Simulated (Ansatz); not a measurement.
## GaGe in Ansatz: the effect of functional

Crystal: GaGe.

```
CELL_PARAMETERS angstrom
0.00000 2.93598 2.93598
2.93598 0.00000 2.93598
2.93598 2.93598 0.00000
ATOMIC_POSITIONS crystal
Ge 0.00000 0.00000 0.00000
Ga 0.25000 0.25000 0.25000
```

The cell comes from a database or a generator and needn't be the stable form of this composition.

The cell isn't the ideal one: volume scaled by 1.04.

Alike in all runs:

- Program: Ansatz 0.2.0
- Task: single point
- Potentials or basis: Ansatz PAW
- k mesh: 8 × 8 × 8
- Occupations: fermi-dirac, width 0.05 eV
- Spin: no spin polarisation

```tsv
functional	cutoff	pressure (GPa)
LDA	420 eV (not typed: the program's choice for these potentials)	?
PBEsol	420 eV (not typed: the program's choice for these potentials)	-4.0
r2SCAN	500 eV (not typed: the program's choice for these potentials)	-3.9
```

Problem. What does the run with functional LDA give?

Solution. Pressure -5.5 GPa.

Caveats: the PAW data sets come from PBE, with cores solved anew for the run's functional, which leaves a small shift of forces and pressure.

Runs at the PBE level aren't shown here.
